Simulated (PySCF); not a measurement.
# CH5ClSSi: electronic excitations at several levels of theory

Aim: compute the electronic excitations of CH5ClSSi (`CS[SiH2]Cl`) at several levels, and see how far they spread and what each costs.

The runs use PySCF 2.14.0, with density-fitted response routines of our own; the level of theory stands in each step. All values are computed, except where a source is named. Atoms count from 0, in the outputs and in this text.

## 1. The starting structure

9 atoms, charge 0, multiplicity 1; geometry from: GFN2-xTB. The atoms were then displaced at random by about 0.01 Å, so the start is not that level's minimum.

Bonds of the start (Å): C0–S1 1.81, S1–Si2 2.13, Si2–Cl3 2.04, C0–H4 1.07, C0–H5 1.09, C0–H6 1.10, Si2–H7 1.45, Si2–H8 1.48.

## 2. Relaxing the molecule at PBE0-D3(BJ)/def2-SVP

The job: settings as JSON, then the geometry in Å.

```
{"job": {"xc": "PBE0", "basis": "def2-SVP", "d3": "d3bj", "grid": 1, "shake": 0.01, "kind": "geom"}, "charge": 0, "multiplicity": 1}
C     -1.550690    -0.022970    -0.152280
S     -0.171320     0.811910    -0.983910
Si     1.429820    -0.016040     0.146530
Cl     3.191540     0.727040    -0.577520
H     -1.496870    -1.079150    -0.289480
H     -1.587010     0.272330     0.893110
H     -2.459930     0.365920    -0.641570
H      1.435500    -1.457880     0.004610
H      1.266760     0.381700     1.566790
```

The run is started by

```console
$ OMP_NUM_THREADS=1 python probes_run.py task.json out
```

This one command runs all jobs of the session in turn.

The log of the run:

```text
step   0  E = -1188.21657724  max force = 0.025845
step   1  E = -1188.21872821  max force = 0.005592
step   2  E = -1188.21882881  max force = 0.001305
step   3  E = -1188.21883578  max force = 0.000286
optimisation converged
```

Run time: 12 s. Hardware: 1 thread of Arm Neoverse V1, shared host; peak memory 0.38 GiB.

The steps of the relaxation:

```
step  energy from step 0 (eV)  largest force component (eV/Å)
   0                   0.0000                          1.3290
   1                  -0.0585                          0.2876
   2                  -0.0613                          0.0671
   3                  -0.0615                          0.0147
```

Close pairs (by a distance rule), those that changed most:

```
   bond  before (Å)  after (Å)  change (Å)
 Si2–H7       1.449      1.491      +0.042
  C0–H4       1.066      1.099      +0.033
Si2–Cl3       2.045      2.062      +0.017
  C0–H5       1.087      1.100      +0.013
  C0–S1       1.814      1.824      +0.010
 Si2–H8       1.484      1.491      +0.008
  C0–H6       1.103      1.098      -0.005
 S1–Si2       2.128      2.130      +0.002
```

The next job starts from the end point, and lists it.

```
                         at the end point                 value
  point group (found at 0.08 Å tolerance)                    Cs
rotational constants (GHz, main isotopes)  10.344, 1.565, 1.394
                        dipole moment (D)                  2.68
```

## 3. Ultraviolet spectrum: PBE0/def2-TZVP

The job: settings as JSON, then the geometry in Å.

```
{"job": {"kind": "uv", "xc": "PBE0", "basis": "def2-TZVP"}, "charge": 0, "multiplicity": 1}
C     -1.476832     0.172529    -0.287227
S     -0.064887     0.988790    -1.104824
Si     1.489795     0.103746     0.051003
Cl     3.272841     0.852527    -0.663202
H     -1.443691    -0.918814    -0.414640
H     -1.527881     0.423845     0.782141
H     -2.381974     0.553771    -0.778431
H      1.498071    -1.380629    -0.091494
H      1.360130     0.454327     1.494893
```

Level: TDDFT PBE0/def2-TZVP, vertical, gas phase, core orbitals frozen in the response.

The log of the run:

```text
coarse grid: 9064 points
cycle   1  E = -1188.6358130131  dE =  1.312e-01  |g| = 3.012e-01  |ddm| = 2.198e+00
cycle   2  E = -1188.6308858669  dE =  4.927e-03  |g| = 3.320e-01  |ddm| = 5.586e-01
cycle   3  E = -1188.6595770323  dE = -2.869e-02  |g| = 4.685e-02  |ddm| = 3.059e-01
cycle   4  E = -1188.6600735817  dE = -4.965e-04  |g| = 1.607e-02  |ddm| = 4.602e-02
cycle   5  E = -1188.6601445279  dE = -7.095e-05  |g| = 3.102e-03  |ddm| = 1.522e-02
cycle   6  E = -1188.6601463484  dE = -1.821e-06  |g| = 1.356e-03  |ddm| = 3.185e-03
final grid: 73488 points
cycle   7  E = -1188.6589922270  dE = -2.557e-05  |g| = 6.000e-03  |ddm| = 2.179e-02
cycle   8  E = -1188.6589898415  dE =  2.386e-06  |g| = 6.238e-03  |ddm| = 7.712e-03
cycle   9  E = -1188.6589982055  dE = -8.364e-06  |g| = 8.389e-04  |ddm| = 4.610e-03
cycle  10  E = -1188.6589983994  dE = -1.939e-07  |g| = 1.663e-04  |ddm| = 6.521e-04
cycle  11  E = -1188.6589984066  dE = -7.265e-09  |g| = 3.824e-05  |ddm| = 1.709e-04
cycle  12  E = -1188.6589984070  dE = -3.984e-10  |g| = 1.446e-05  |ddm| = 4.825e-05
converged SCF energy = -1188.6589984070

Static polarisability (au): isotropic 68.733, principal 53.585 63.874 88.740

Singlet excitations
state   eV       nm        f      main configurations
  1   5.2584    235.8   0.00098   H->L 0.97
  2   6.2005    200.0   0.00873   H->L+1 0.98
  3   6.7140    184.7   0.00106   H->L+2 0.83, H->L+3 0.12
  4   6.9598    178.1   0.00163   H-1->L 0.92
  5   7.1623    173.1   0.01512   H->L+3 0.86, H->L+2 0.13
  6   7.2697    170.5   0.00394   H-2->L 0.94
  7   7.5572    164.1   0.00195   H->L+4 0.63, H-1->L+1 0.20, H-3->L 0.11
  8   7.9349    156.3   0.00483   H-3->L 0.75, H-1->L+1 0.20
  9   8.0552    153.9   0.00219   H-2->L+1 0.93
 10   8.2117    151.0   0.00007   H->L+5 0.94

Triplet excitations (Tamm-Dancoff, eV): 4.9147 5.8164 6.2433 6.3279
```

It took 16 s on 1 thread of Arm Neoverse V1, shared host; peak memory 0.74 GiB.

Frontier orbitals and where they lie:

```
orbital     eV                        atoms
 HOMO−3  -9.60    Cl3 53 %, S1 28 %, C0 9 %
 HOMO−2  -9.04   Cl3 65 %, Si2 17 %, H8 8 %
 HOMO−1  -8.74  S1 43 %, Cl3 25 %, Si2 16 %
   HOMO  -7.19    S1 74 %, Si2 11 %, C0 6 %
   LUMO  -0.40   Si2 51 %, S1 19 %, C0 10 %
 LUMO+1   0.50  Si2 61 %, S1 18 %, Cl3 13 %
 LUMO+2   0.97   Si2 34 %, S1 19 %, C0 12 %
```

With each of the 10 states as a Gaussian band of 0.4 eV half-width at 1/e, the curve within the window shown has maxima at 233 nm (ε 42), 199 nm (ε 370), 173 nm (ε 860) L/(mol cm). Beyond the last state computed it falls off for lack of states. The curve at chosen wavelengths:

```csv
nm,ε (L/mol/cm)
146,50
151,196
156,327
160,376
165,542
170,803
175,831
180,589
184,389
189,290
194,325
199,366
204,332
208,257
213,155
218,84
223,51
228,42
232,41
237,41
242,36
247,28
252,20
256,14
261,8
266,4
```

Ground-state properties from the same run:

```
           property  computed
  dipole moment (D)      2.61
polarisability (Å³)     10.19
 HOMO–LUMO gap (eV)      6.80
      −ε(HOMO) (eV)      7.19
```

## 4. Excited states and response: PBE0/aug-cc-pVDZ

Same as in step 3 but for these lines:

```diff
@@ -1,2 +1,2 @@
-{"job": {"kind": "uv", "xc": "PBE0", "basis": "def2-TZVP"}, "charge": 0, "multiplicity": 1}
+{"job": {"kind": "uv", "xc": "PBE0", "basis": "aug-cc-pVDZ"}, "charge": 0, "multiplicity": 1}
 C     -1.476832     0.172529    -0.287227
```

With the program's defaults for keys left out, this is: TDDFT PBE0/aug-cc-pVDZ, vertical, gas phase, core orbitals frozen in the response.

The log of the run:

```text
coarse grid: 9064 points
cycle   1  E = -1188.5734762253  dE =  1.807e-01  |g| = 2.786e-01  |ddm| = 5.662e+00
cycle   2  E = -1188.5671784522  dE =  6.298e-03  |g| = 3.150e-01  |ddm| = 1.487e+00
cycle   3  E = -1188.5981390211  dE = -3.096e-02  |g| = 3.237e-02  |ddm| = 7.515e-01
cycle   4  E = -1188.5984653658  dE = -3.263e-04  |g| = 1.010e-02  |ddm| = 7.937e-02
cycle   5  E = -1188.5984987476  dE = -3.338e-05  |g| = 2.106e-03  |ddm| = 2.762e-02
cycle   6  E = -1188.5985000438  dE = -1.296e-06  |g| = 7.745e-04  |ddm| = 5.922e-03
final grid: 73488 points
cycle   7  E = -1188.6168233012  dE = -9.310e-06  |g| = 5.102e-03  |ddm| = 6.534e-02
cycle   8  E = -1188.6168196661  dE =  3.635e-06  |g| = 6.247e-03  |ddm| = 2.209e-02
cycle   9  E = -1188.6168302089  dE = -1.054e-05  |g| = 4.884e-04  |ddm| = 1.152e-02
cycle  10  E = -1188.6168302913  dE = -8.246e-08  |g| = 7.666e-05  |ddm| = 1.013e-03
cycle  11  E = -1188.6168302929  dE = -1.562e-09  |g| = 2.909e-05  |ddm| = 2.137e-04
cycle  12  E = -1188.6168302932  dE = -2.844e-10  |g| = 7.983e-06  |ddm| = 8.220e-05
converged SCF energy = -1188.6168302932

Static polarisability (au): isotropic 75.527, principal 60.925 70.585 95.071

Singlet excitations
state   eV       nm        f      main configurations
  1   5.1909    238.8   0.00081   H->L 0.94
  2   5.9512    208.3   0.01783   H->L+2 0.92
  3   6.0989    203.3   0.00091   H->L+1 0.90
  4   6.5165    190.3   0.00858   H->L+3 0.77, H->L+5 0.12
  5   6.8815    180.2   0.01223   H-1->L 0.82, H->L+4 0.11
  6   6.9088    179.5   0.00779   H->L+5 0.76, H->L+3 0.15
  7   6.9277    179.0   0.02624   H->L+4 0.88, H-1->L 0.10
  8   7.1434    173.6   0.00621   H-2->L 0.88
  9   7.3704    168.2   0.00324   H->L+7 0.62, H->L+6 0.25
 10   7.4194    167.1   0.00560   H->L+9 0.30, H->L+8 0.29, H-1->L+2 0.18

Triplet excitations (Tamm-Dancoff, eV): 4.9165 5.6274 5.9501 6.1065
```

It took 14 s on 1 thread of Arm Neoverse V1, shared host; peak memory 0.68 GiB.

This run: HOMO -7.20 eV, LUMO -0.65 eV; lowest singlet 5.19 eV.

## 5. TDDFT and polarisability: PBE0/def2-TZVPD

Same as in step 4 but for these lines:

```diff
@@ -1,2 +1,2 @@
-{"job": {"kind": "uv", "xc": "PBE0", "basis": "aug-cc-pVDZ"}, "charge": 0, "multiplicity": 1}
+{"job": {"kind": "uv", "xc": "PBE0", "basis": "def2-TZVPD"}, "charge": 0, "multiplicity": 1}
 C     -1.476832     0.172529    -0.287227
```

Level: TDDFT PBE0/def2-TZVPD, vertical, gas phase, core orbitals frozen in the response.

The log of the run:

```text
coarse grid: 9064 points
cycle   1  E = -1188.6374928458  dE =  1.323e-01  |g| = 3.002e-01  |ddm| = 2.292e+00
cycle   2  E = -1188.6324594623  dE =  5.033e-03  |g| = 3.310e-01  |ddm| = 6.217e-01
cycle   3  E = -1188.6610595113  dE = -2.860e-02  |g| = 4.719e-02  |ddm| = 3.222e-01
cycle   4  E = -1188.6615576568  dE = -4.981e-04  |g| = 1.602e-02  |ddm| = 4.668e-02
cycle   5  E = -1188.6616282430  dE = -7.059e-05  |g| = 3.154e-03  |ddm| = 1.578e-02
cycle   6  E = -1188.6616302058  dE = -1.963e-06  |g| = 1.302e-03  |ddm| = 4.121e-03
final grid: 73488 points
cycle   7  E = -1188.6604770368  dE = -2.673e-05  |g| = 6.105e-03  |ddm| = 8.111e-02
cycle   8  E = -1188.6604744479  dE =  2.589e-06  |g| = 6.401e-03  |ddm| = 1.011e-02
cycle   9  E = -1188.6604833010  dE = -8.853e-06  |g| = 8.461e-04  |ddm| = 5.511e-03
cycle  10  E = -1188.6604834995  dE = -1.985e-07  |g| = 1.704e-04  |ddm| = 7.517e-04
cycle  11  E = -1188.6604835071  dE = -7.625e-09  |g| = 3.960e-05  |ddm| = 1.861e-04
cycle  12  E = -1188.6604835075  dE = -4.297e-10  |g| = 1.547e-05  |ddm| = 5.983e-05
converged SCF energy = -1188.6604835075

Static polarisability (au): isotropic 76.137, principal 61.678 71.129 95.603

Singlet excitations
state   eV       nm        f      main configurations
  1   5.1496    240.8   0.00101   H->L 0.95
  2   6.0091    206.3   0.01447   H->L+1 0.94
  3   6.2943    197.0   0.00000   H->L+2 0.86, H->L+3 0.09
  4   6.5643    188.9   0.00877   H->L+3 0.82, H->L+2 0.10
  5   6.8265    181.6   0.00390   H-1->L 0.89
  6   6.9759    177.7   0.00931   H->L+4 0.88
  7   7.1383    173.7   0.04696   H->L+5 0.91
  8   7.1455    173.5   0.00368   H-2->L 0.90
  9   7.4052    167.4   0.01829   H->L+7 0.63, H-1->L+1 0.20
 10   7.5791    163.6   0.01169   H->L+8 0.76, H->L+6 0.11, H->L+9 0.08

Triplet excitations (Tamm-Dancoff, eV): 4.8304 5.6775 6.0541 6.1145
```

Run time: 25 s. Hardware: 1 thread of Arm Neoverse V1, shared host; peak memory 0.84 GiB.

This run: HOMO -7.23 eV, LUMO -0.63 eV; lowest singlet 5.15 eV.

## 6. TDDFT and polarisability: PBE0/6-31+G*

Same as in step 5 but for these lines:

```diff
@@ -1,2 +1,2 @@
-{"job": {"kind": "uv", "xc": "PBE0", "basis": "def2-TZVPD"}, "charge": 0, "multiplicity": 1}
+{"job": {"kind": "uv", "xc": "PBE0", "basis": "6-31+G*"}, "charge": 0, "multiplicity": 1}
 C     -1.476832     0.172529    -0.287227
```

Level: TDDFT PBE0/6-31+G*, vertical, gas phase, core orbitals frozen in the response.

The log of the run:

```text
coarse grid: 9064 points
cycle   1  E = -1188.5723463043  dE =  1.678e-01  |g| = 2.886e-01  |ddm| = 2.698e+00
cycle   2  E = -1188.5672746231  dE =  5.072e-03  |g| = 3.190e-01  |ddm| = 9.506e-01
cycle   3  E = -1188.6002679319  dE = -3.299e-02  |g| = 2.505e-02  |ddm| = 5.237e-01
cycle   4  E = -1188.6004554626  dE = -1.875e-04  |g| = 8.045e-03  |ddm| = 6.119e-02
cycle   5  E = -1188.6004758673  dE = -2.040e-05  |g| = 2.123e-03  |ddm| = 1.702e-02
cycle   6  E = -1188.6004771155  dE = -1.248e-06  |g| = 6.783e-04  |ddm| = 3.421e-03
final grid: 73488 points
cycle   7  E = -1188.5456659830  dE = -7.227e-06  |g| = 5.325e-03  |ddm| = 2.708e-02
cycle   8  E = -1188.5456619324  dE =  4.051e-06  |g| = 6.573e-03  |ddm| = 1.296e-02
cycle   9  E = -1188.5456739728  dE = -1.204e-05  |g| = 3.909e-04  |ddm| = 7.290e-03
cycle  10  E = -1188.5456740207  dE = -4.790e-08  |g| = 7.119e-05  |ddm| = 7.352e-04
cycle  11  E = -1188.5456740221  dE = -1.353e-09  |g| = 2.329e-05  |ddm| = 1.382e-04
cycle  12  E = -1188.5456740223  dE = -1.994e-10  |g| = 4.007e-06  |ddm| = 4.948e-05
converged SCF energy = -1188.5456740223

Static polarisability (au): isotropic 64.827, principal 52.197 60.569 81.714

Singlet excitations
state   eV       nm        f      main configurations
  1   5.1937    238.7   0.00107   H->L 0.96
  2   5.9914    206.9   0.01565   H->L+1 0.72, H->L+2 0.24
  3   6.2715    197.7   0.00003   H->L+2 0.72, H->L+1 0.20
  4   6.5869    188.2   0.00533   H->L+3 0.89
  5   6.9033    179.6   0.00753   H-1->L 0.95
  6   7.1352    173.8   0.00574   H-2->L 0.93
  7   7.2262    171.6   0.03440   H->L+4 0.95
  8   7.3088    169.6   0.01064   H->L+5 0.89
  9   7.7320    160.4   0.13496   H-1->L+1 0.34, H-3->L 0.33, H->L+10 0.12
 10   7.7867    159.2   0.01354   H-3->L 0.52, H-1->L+1 0.31

Triplet excitations (Tamm-Dancoff, eV): 4.9229 5.6433 6.1239 6.1397
```

Run time: 6.9 s. Hardware: 1 thread of Arm Neoverse V1, shared host; peak memory 0.48 GiB.

In short: HOMO -7.25 eV, LUMO -0.67 eV; lowest singlet 5.19 eV.

## 7. Side by side: electronic excitations

Excitations and ground-state properties, with basis size and wall time:

```
             run  lowest singlet (eV)  brightest (eV)      f  gap (eV)  α (Å³)  μ (D)  functions   time
  PBE0/def2-TZVP                 5.26            7.16  0.015      6.80   10.19   2.61        172   16 s
PBE0/aug-cc-pVDZ                 5.19            6.93  0.026      6.55   11.19   2.75        149   14 s
 PBE0/def2-TZVPD                 5.15            7.14  0.047      6.59   11.28   2.64        217   25 s
    PBE0/6-31+G*                 5.19            7.73  0.135      6.58    9.61   3.08         94  6.9 s
```

## 8. Results

| quantity | value |
| --- | --- |
| point group | Cs |
| rotational constants (main isotopes) | 10.34, 1.56, 1.39 GHz |
| lowest singlet (PBE0/def2-TZVP) | 5.26 eV (236 nm), f = 0.001 |
| brightest single state of those computed | state 5, 7.16 eV, f = 0.015 |
| lowest triplet | 4.91 eV |
| range of the lowest singlet | 5.15 to 5.26 eV |

**Reading.** Single values in the summary come from the first run of each kind that ended normally (PBE0/def2-TZVP), which need not be the best level. The optimisation took 3 steps and gained 0.061 eV; among the close pairs (by a distance rule), Si2–H7 changed most, from 1.449 to 1.491 Å. No frequency check was run at this level, so the end point may be a saddle. The first singlet state (HOMO→LUMO 0.97) lies at 5.26 eV and is dark; of the 10 states computed, the strongest absorption comes from state 5 at 7.16 eV. The lowest triplet lies 0.34 eV below the lowest singlet (triplets in Tamm-Dancoff, singlets in full TDDFT). The basis of PBE0/def2-TZVP has no diffuse functions, so Rydberg states are missing and the high states are unreliable. The lowest singlet runs from 5.15 eV (PBE0/def2-TZVPD) to 5.26 eV (PBE0/def2-TZVP), while the orbital gap spans 6.55 to 6.80 eV. The lowest state need not be the same one in every run.
